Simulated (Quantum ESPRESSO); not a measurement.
A calculation with Quantum ESPRESSO 7.5 of Pd2SBr2 (native input, structure typed inline):

pw.in

```
&CONTROL
  calculation = 'scf'
  prefix = 'pwscf'
  outdir = './tmp'
  pseudo_dir = './pseudo'
  tprnfor = .true.
  tstress = .true.
  disk_io = 'low'
/
&SYSTEM
  ibrav = 0
  nat = 5
  ntyp = 3
  ecutwfc = 60
  ecutrho = 440
  nbnd = 38
  occupations = 'smearing'
  smearing = 'fd'
  degauss = 0.00367493
/
&ELECTRONS
  conv_thr = 1d-09
  electron_maxstep = 120
  mixing_beta = 0.5
/
ATOMIC_SPECIES
Pd   106.4200 Pd_ONCV_PBE-1.0.oncvpsp.upf
S     32.0600 s_pbe_v1.4.uspp.F.UPF
Br    79.9040 br_pbe_v1.4.uspp.F.UPF
CELL_PARAMETERS angstrom
  -2.2759644800    2.2759644800    5.7944884300
   2.2759644800   -2.2759644800    5.7944884300
   2.2759644800    2.2759644800   -5.7944884300
ATOMIC_POSITIONS crystal
Pd     0.7500000000    0.2500000000    0.5000000000
Pd     0.2500000000    0.7500000000    0.5000000000
S      0.0000000000    0.0000000000    0.0000000000
Br     0.6364380100    0.6364380100    0.0000000000
Br     0.3635619900    0.3635619900    0.0000000000
K_POINTS automatic
8 8 8 0 0 0
```

File pp_density.in:

```
&INPUTPP
  prefix = 'pwscf'
  outdir = './tmp'
  filplot = 'density.dat'
  plot_num = 0
/
&PLOT
  nfile = 1
  filepp(1) = 'density.dat'
  iflag = 3
  output_format = 6
  fileout = 'density.cube'
/
```

pp_potential.in

```
&INPUTPP
  prefix = 'pwscf'
  outdir = './tmp'
  filplot = 'potential.dat'
  plot_num = 11
/
&PLOT
  nfile = 1
  filepp(1) = 'potential.dat'
  iflag = 3
  output_format = 6
  fileout = 'potential.cube'
/
```

Potentials or basis: SSSP 1.3 efficiency PBE.

The run is started by

```bash
$ OMP_NUM_THREADS=1 pw.x -in pw.in > pw.out
$ OMP_NUM_THREADS=1 pp.x -in pp_density.in > pp_density.out
$ OMP_NUM_THREADS=1 pp.x -in pp_potential.in > pp_potential.out
```

The cell was built by a generator and needn't be a form met in nature.

**Question.** Write the same calculation in another form: ASE script, structure from a POSCAR.

**Answer.** As run:

run.py

```python
import numpy as np
from ase.calculators.espresso import Espresso, EspressoProfile
from ase.io import read

atoms = read('POSCAR')

input_data = {
    'control': {'calculation': 'scf', 'prefix': 'pwscf', 'outdir': './tmp', 'tprnfor': True, 'tstress': True, 'disk_io': 'nowf'},
    'system': {'ecutwfc': 60.0, 'ecutrho': 440.0, 'nbnd': 38, 'occupations': 'smearing', 'smearing': 'fd', 'degauss': 0.00367493},
    'electrons': {'conv_thr': 1e-09, 'electron_maxstep': 120, 'mixing_beta': 0.5},
}
pseudopotentials = {'S': 's_pbe_v1.4.uspp.F.UPF', 'Pd': 'Pd_ONCV_PBE-1.0.oncvpsp.upf', 'Br': 'br_pbe_v1.4.uspp.F.UPF'}
profile = EspressoProfile(command='pw.x', pseudo_dir='pseudo')
dft = Espresso(profile=profile, input_data=input_data, pseudopotentials=pseudopotentials, kpts=(8, 8, 8), koffset=(0, 0, 0))
atoms.calc = dft

print(f'energy {atoms.get_potential_energy():.8f} eV')
print('forces (eV/A)')
print(np.round(atoms.get_forces(), 6))
print('stress (eV/A^3, Voigt)')
print(np.round(atoms.get_stress(), 8))
print(f'Fermi level {dft.get_fermi_level():.4f} eV')
```

File POSCAR:

```
Pd2SBr2
1.0
   -2.2759644800      2.2759644800      5.7944884300
    2.2759644800     -2.2759644800      5.7944884300
    2.2759644800      2.2759644800     -5.7944884300
Pd S Br
2 1 2
Direct
    0.7500000000      0.2500000000      0.5000000000
    0.2500000000      0.7500000000      0.5000000000
    0.0000000000      0.0000000000      0.0000000000
    0.6364380100      0.6364380100      0.0000000000
    0.3635619900      0.3635619900      0.0000000000
```

Potentials or basis: SSSP 1.3 efficiency PBE.

The run is started by

```sh
$ OMP_NUM_THREADS=1 python run.py
```

Both were run:

|  | native input, structure typed inline | ASE script, structure from a POSCAR |
| --- | --- | --- |
| Pressure | -2.4 GPa | -2.4 GPa |
| Largest force | 0.184 eV/Å | 0.184 eV/Å |
| Band gap on the k mesh | none (metal or under the smearing width) | none (metal or under the smearing width) |

Keys that steer only the numerical path or the files written may differ.
